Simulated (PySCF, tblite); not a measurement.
**C4H3FO3: geometry, infrared bands and NMR shifts**

Wanted: the infrared bands and NMR shifts of C4H3FO3 (`O=C1CO[C@H](F)C1=O`), by calculation.

The runs use tblite 0.8.0 and PySCF 2.14.0, with density-fitted response routines of our own; the level of theory stands in each step. All values are computed, except where a source is named. Atoms are numbered from 0 throughout.

## 1. The molecule as given

11 atoms, charge 0, multiplicity 1; geometry from: force field or distance geometry start.

Bonds of the start (Å): O0–C1 1.27, C1–C2 1.51, C2–O3 1.40, O3–C4 1.38, C4–F5 1.37, C4–C6 1.49, C6–O7 1.27, C6–C1 1.46, C2–H8 1.10, C2–H9 1.07, C4–H10 1.11.

## 2. Relaxing the molecule with GFN2-xTB

What the job is given:

```
{"job": {"kind": "relax", "xc": "GFN2-xTB", "basis": "xTB"}, "charge": 0, "multiplicity": 1}
O      1.872100     1.540800     0.188300
C      0.917100     0.728100     0.021000
C      1.016400    -0.782200    -0.040900
O     -0.140900    -1.080400     0.693800
C     -1.178100    -0.291500     0.231200
F     -1.775600    -0.910400    -0.840000
C     -0.510600     0.996600    -0.128000
O     -1.034100     2.095100    -0.474600
H      0.799400    -1.035700    -1.086300
H      1.929000    -1.182900     0.357800
H     -1.889300    -0.074900     1.051700
```

On the command line:

```console
$ OMP_NUM_THREADS=1 python probes_run.py task.json out
```

The driver reads the jobs from task.json and runs them one after another.

**Question.** This job is followed by: GFN2-xTB harmonic vibrations, gas phase; GIAO PBE0/pcSseg-1 NMR shielding, non-relativistic, gas phase. Predict these results of the whole session: strongest single infrared mode (GFN2-xTB); zero-point energy (GFN2-xTB); 13C shifts against TMS (PBE0/pcSseg-1); 1H shifts against TMS (PBE0/pcSseg-1); 17O shifts against H2O (PBE0/pcSseg-1); 19F shifts against CFCl3 (PBE0/pcSseg-1).

**Answer**, as computed:

| quantity | value |
| --- | --- |
| strongest single infrared mode (GFN2-xTB) | 1842 cm⁻¹, 263 km/mol |
| zero-point energy (GFN2-xTB) | 42.1 kcal/mol |
| 13C shifts against TMS (PBE0/pcSseg-1) | 208.3, 203.3, 104.8, 75.9 ppm |
| 1H shifts against TMS (PBE0/pcSseg-1) | 5.51, 4.85, 4.59 ppm |
| 17O shifts against H2O (PBE0/pcSseg-1) | 752.4, 750.4, 63.4 ppm |
| 19F shifts against CFCl3 (PBE0/pcSseg-1) | -147.5 ppm |

**Reading.** Relaxing lowered the energy by 0.758 eV in 53 steps; the close pair that moved most is C1–C6, from 1.460 to 1.541 Å. All 27 modes are real, so the xTB geometry is a minimum. The strongest single mode, at 1842 cm⁻¹, moves mainly C6 and O7. Unscaled tight-binding wavenumbers are off by several per cent, some by more. Its intensities can rank the bands wrongly. H10 (hydrogen on an sp3 CH bonded to F and O, α to a carbonyl) lies farthest downfield among hydrogen, at 5.51 ppm; its carbon carries F and O, an electronegative neighbour.
